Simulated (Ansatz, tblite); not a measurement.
# The cluster Ge₃Se₄: rung by rung

One table from this session's results is given with a row withheld; the runs are named, their logs left out.

Computed with Ansatz 0.2.0, Gaussian basis. Level: as each input shows.

The runs, in order: GFN1-xTB, GFN2-xTB, PBE-D4/def2-TZVP, r2SCAN-D4/def2-TZVP, LC-ωPBE/def2-TZVP, PBE-D4/def2-SVP, PBE0-D4/def2-SVP, MP2/def2-SVP, RPA/def2-SVP.

12 further runs of the same task are left out: 10 that didn't finish, 2 set aside as unsound or not needed. Runs told in other sessions of the task aren't counted.

### The geometry

The singlet was relaxed beforehand with PBE-D4/def2-SVP. At that level it is the lowest of the isomers that a small search found.

7 atoms, charge 0, spin multiplicity 1.

Bond lengths: Ge1–Se5 2.429 Å, Ge1–Se6 2.743 Å, Ge1–Se7 2.599 Å, Ge2–Se4 2.743 Å, Ge2–Se5 2.429 Å, Ge2–Se7 2.599 Å, Ge3–Se4 2.564 Å, Ge3–Se6 2.564 Å, Ge3–Se7 2.555 Å, Se4–Se6 2.391 Å. Angles: Se5–Ge1–Se6 94.6°, Se5–Ge1–Se7 92.2°, Se6–Ge1–Se7 88.3°, Se4–Ge2–Se5 94.6°, Se4–Ge2–Se7 88.3°, Se5–Ge2–Se7 92.2°, Se4–Ge3–Se6 55.6°, Se4–Ge3–Se7 93.3°, Se6–Ge3–Se7 93.3°, Ge2–Se4–Ge3 86.2°, Ge2–Se4–Se6 100.5°, Ge3–Se4–Se6 62.2°, Ge1–Se5–Ge2 88.6°, Ge1–Se6–Ge3 86.2°, Ge1–Se6–Se4 100.5°, Ge3–Se6–Se4 62.2°, Ge1–Se7–Ge2 81.5°, Ge1–Se7–Ge3 89.5° and more.

PBE0-D4/def2-TZVP was run before; its log isn't repeated, and its numbers join the tables.

Set-up of the first run:

Tight binding, by tblite at 300 K electronic temperature and without a spin-polarisation term:

```python
tblite.interface.Calculator('GFN1-xTB', numbers, positions, charge=0, uhf=0).singlepoint()
```

Tight binding, by tblite at 300 K electronic temperature and without a spin-polarisation term:

```python
tblite.interface.Calculator('GFN2-xTB', numbers, positions, charge=0, uhf=0).singlepoint()
```

start.molden holds the orbitals of an earlier run on this state, given as this run's starting guess.

in.yaml

```yaml
crystal:
  periodic: [false, false, false]
  atoms:
    - {symbol: Ge, position_ang: [-1.566832, -0.267425, 1.211708]}
    - {symbol: Ge, position_ang: [0.784340, 1.837564, -0.036561]}
    - {symbol: Ge, position_ang: [-0.118340, -1.064187, -2.019030]}
    - {symbol: Se, position_ang: [1.946622, -0.587515, -0.575028]}
    - {symbol: Se, position_ang: [0.077301, 1.220202, 2.204006]}
    - {symbol: Se, position_ang: [0.290037, -2.071023, 0.303933]}
    - {symbol: Se, position_ang: [-1.413117, 0.932394, -1.089028]}
basis:
  gaussian: {orbitals: def2-TZVP, initial_orbitals: start.molden}
hamiltonian: {xc: pbe, dispersion: d4}
scf: {omitted_lower_state_checks: [starts]}
output: {forces: true, orbitals: {seedname: orbitals}}
```

Launch:

```
> ansatz run in.yaml --threads 4 --pin off --events-out ev --progress --plain --max-ram 4787MiB
```

Among the steps run: PBE-D4/def2-TZVP; r2SCAN-D4/def2-TZVP; LC-ωPBE/def2-TZVP; PBE-D4/def2-SVP; PBE0-D4/def2-SVP; MP2/def2-SVP; RPA/def2-SVP.

One table of the session follows, with a row left open; its other results are not shown here.

It belongs to the step «Binding energy». 

```
              level  binding an atom (eV)
        HF/def2-SVP                     ?
    PBE-D4/def2-SVP                 3.295
   PBE-D4/def2-TZVP                 3.292
r2SCAN-D4/def2-TZVP                 3.132
   PBE0-D4/def2-SVP                 3.099
  PBE0-D4/def2-TZVP                 3.117
  LC-ωPBE/def2-TZVP                 2.766
       RPA/def2-SVP                 2.397
       MP2/def2-SVP                 2.762
```

Estimate the missing values for HF/def2-SVP.

**Answer.** binding an atom (eV): 1.533. In the column «binding an atom (eV)» it is the lowest.

Limits of these values: Free atoms were run apart at each level; binding is atoms less cluster, divided by the number of atoms, without zero-point or spin-orbit terms.
